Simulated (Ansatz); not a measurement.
# C2H3BCl2O2: how energies converge with the basis set

The task here is to estimate one member of a computed series from the others.

Program: Ansatz 0.2.0, Gaussian basis. Level of theory: one geometry, several basis sets. These are calculated values, not measurements.

The runs, in order: PBE0-D4/def2-SVP; ωB97M-V/def2-SVP; PBE0-D4/def2-QZVPP; ωB97M-V/def2-QZVPP; the functionals' def2-TZVPP values are taken from earlier runs.

## The geometry

All runs share one geometry, relaxed beforehand with PBE0-D4 in a triple-zeta def2 set.

SMILES `CC(=O)OB(Cl)Cl`, 10 atoms, charge 0, spin multiplicity 1.

Atoms are counted from 1 here; the program's logs count them from 0.

Bond lengths: C1–C2 1.490 Å, C1–H8 1.092 Å, C1–H9 1.087 Å, C1–H10 1.092 Å, C2–O3 1.188 Å, C2–O4 1.381 Å, O4–B5 1.355 Å, B5–Cl6 1.746 Å, B5–Cl7 1.743 Å. Angles: C2–C1–H8 109.5°, C2–C1–H9 109.8°, C2–C1–H10 109.5°, H8–C1–H9 110.5°, H8–C1–H10 107.2°, H9–C1–H10 110.2°, C1–C2–O3 127.2°, C1–C2–O4 110.8°, O3–C2–O4 122.0°, C2–O4–B5 127.2°, O4–B5–Cl6 117.0°, O4–B5–Cl7 123.0°, Cl6–B5–Cl7 119.9°.

The first run:

File in.yaml:

```yaml
crystal:
  periodic: [false, false, false]
  atoms:
    - {symbol: C, position_ang: [0.153100, -1.622674, 0.397043]}
    - {symbol: C, position_ang: [-0.560167, -0.327729, 0.211242]}
    - {symbol: O, position_ang: [-1.594672, -0.001803, 0.695446]}
    - {symbol: O, position_ang: [0.118937, 0.481794, -0.677743]}
    - {symbol: B, position_ang: [0.228636, 1.832173, -0.636528]}
    - {symbol: Cl, position_ang: [0.722747, 2.632188, -2.107747]}
    - {symbol: Cl, position_ang: [-0.008506, 2.760952, 0.819373]}
    - {symbol: H, position_ang: [0.310147, -2.095393, -0.574268]}
    - {symbol: H, position_ang: [-0.426463, -2.272710, 1.047084]}
    - {symbol: H, position_ang: [1.139241, -1.437996, 0.828998]}
basis:
  gaussian: {orbitals: def2-SVP}
hamiltonian: {xc: pbe0, dispersion: d4}
output: {orbitals: {seedname: orbitals}}
```

Run with:

```bash
$ ansatz run in.yaml --threads 4 --pin off --events-out ev --progress --plain --max-ram 11315MiB
```

Among the steps run: PBE0-D4 in def2-SVP; ωB97M-V in def2-SVP; PBE0-D4 in def2-QZVPP; ωB97M-V in def2-QZVPP.

One table of the session follows, with a row left open; its other results are not shown here.

It belongs to the step «Functionals by basis». 

| functional | basis | HOMO (eV) |
| --- | --- | --- |
| PBE0-D4 | def2-SVP | -8.57 |
| PBE0-D4 | def2-TZVPP | -8.67 |
| PBE0-D4 | def2-QZVPP | -8.70 |
| ωB97M-V | def2-SVP | -10.95 |
| ωB97M-V | def2-TZVPP | ? |
| ωB97M-V | def2-QZVPP | -11.11 |

Q: Estimate the row for ωB97M-V, def2-TZVPP from the others.

The run gave: HOMO (eV): -11.08. In the column «HOMO (eV)» it lies between ωB97M-V, def2-QZVPP (-11.11) and ωB97M-V, def2-SVP (-10.95).
